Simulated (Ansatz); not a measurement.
# CH₉BSSi₂: basis-set convergence

One table from this session's results is given with a row withheld; the runs are named, their logs left out.

Computed with Ansatz 0.2.0, Gaussian basis. Level: one geometry, several basis sets.

The runs, in order: PBE0-D4/def2-SVP; ωB97M-V/def2-SVP; PBE0-D4/def2-QZVPP; ωB97M-V/def2-QZVPP; the functionals' def2-TZVPP values are taken from earlier runs.

### Structure used throughout

All runs share one geometry, relaxed beforehand with PBE0-D4 in a triple-zeta def2 set.

SMILES `BCS[SiH2][SiH3]`, 14 atoms, charge 0, spin multiplicity 1.

Atoms are counted from 1 here; the program's logs count them from 0.

Bond lengths: B1–C2 1.553 Å, B1–H6 1.195 Å, B1–H7 1.197 Å, C2–S3 1.818 Å, C2–H8 1.100 Å, C2–H9 1.098 Å, S3–Si4 2.133 Å, Si4–Si5 2.342 Å, Si4–H10 1.492 Å, Si4–H11 1.487 Å, Si5–H12 1.490 Å, Si5–H13 1.487 Å, Si5–H14 1.489 Å. Angles: C2–B1–H6 122.6°, C2–B1–H7 117.7°, H6–B1–H7 119.7°, B1–C2–S3 114.6°, B1–C2–H8 106.4°, B1–C2–H9 109.1°, S3–C2–H8 110.7°, S3–C2–H9 110.6°, H8–C2–H9 104.8°, C2–S3–Si4 100.1°, S3–Si4–Si5 111.2°, S3–Si4–H10 110.3°, S3–Si4–H11 105.9°, Si5–Si4–H10 109.9°, Si5–Si4–H11 110.4°, H10–Si4–H11 109.1°, Si4–Si5–H12 110.1°, Si4–Si5–H13 109.8° and more.

Set-up of the first run:

Contents of in.yaml:

```yaml
crystal:
  periodic: [false, false, false]
  atoms:
    - {symbol: B, position_ang: [-1.667749, 2.149589, 1.216117]}
    - {symbol: C, position_ang: [-1.105477, 0.897358, 0.490515]}
    - {symbol: S, position_ang: [-0.281077, -0.302059, 1.579327]}
    - {symbol: Si, position_ang: [0.330158, -1.754128, 0.141091]}
    - {symbol: Si, position_ang: [1.925713, -0.870811, -1.328515]}
    - {symbol: H, position_ang: [-1.499134, 2.348229, 2.381951]}
    - {symbol: H, position_ang: [-2.278041, 2.944339, 0.561164]}
    - {symbol: H, position_ang: [-0.410558, 1.268601, -0.277091]}
    - {symbol: H, position_ang: [-1.915002, 0.415896, -0.072882]}
    - {symbol: H, position_ang: [-0.848945, -2.248025, -0.627586]}
    - {symbol: H, position_ang: [0.909856, -2.880648, 0.919083]}
    - {symbol: H, position_ang: [1.416583, 0.389105, -1.938619]}
    - {symbol: H, position_ang: [3.176813, -0.561581, -0.587159]}
    - {symbol: H, position_ang: [2.234060, -1.825063, -2.428791]}
basis:
  gaussian: {orbitals: def2-SVP}
hamiltonian: {xc: pbe0, dispersion: d4}
output: {orbitals: {seedname: orbitals}}
```

On the command line:

```sh
> ansatz run in.yaml --threads 4 --pin off --events-out ev --progress --plain --max-ram 10444MiB
```

Among the steps run: PBE0-D4 in def2-SVP; ωB97M-V in def2-SVP; PBE0-D4 in def2-QZVPP; ωB97M-V in def2-QZVPP.

One table of the session follows, with a row left open; its other results are not shown here.

It belongs to the step «Functionals by basis». 

```
functional       basis  HOMO (eV)  LUMO (eV)
   PBE0-D4    def2-SVP      -6.78      -1.61
   PBE0-D4  def2-TZVPP      -6.86      -1.70
   PBE0-D4  def2-QZVPP      -6.87      -1.71
   ωB97M-V    def2-SVP      -8.85       0.48
   ωB97M-V  def2-TZVPP          ?          ?
   ωB97M-V  def2-QZVPP      -8.99       0.17
```

Estimate the missing values for ωB97M-V, def2-TZVPP.

As computed: HOMO (eV): -8.97; LUMO (eV): 0.24. In the column «HOMO (eV)» it lies between ωB97M-V, def2-QZVPP (-8.99) and ωB97M-V, def2-SVP (-8.85).
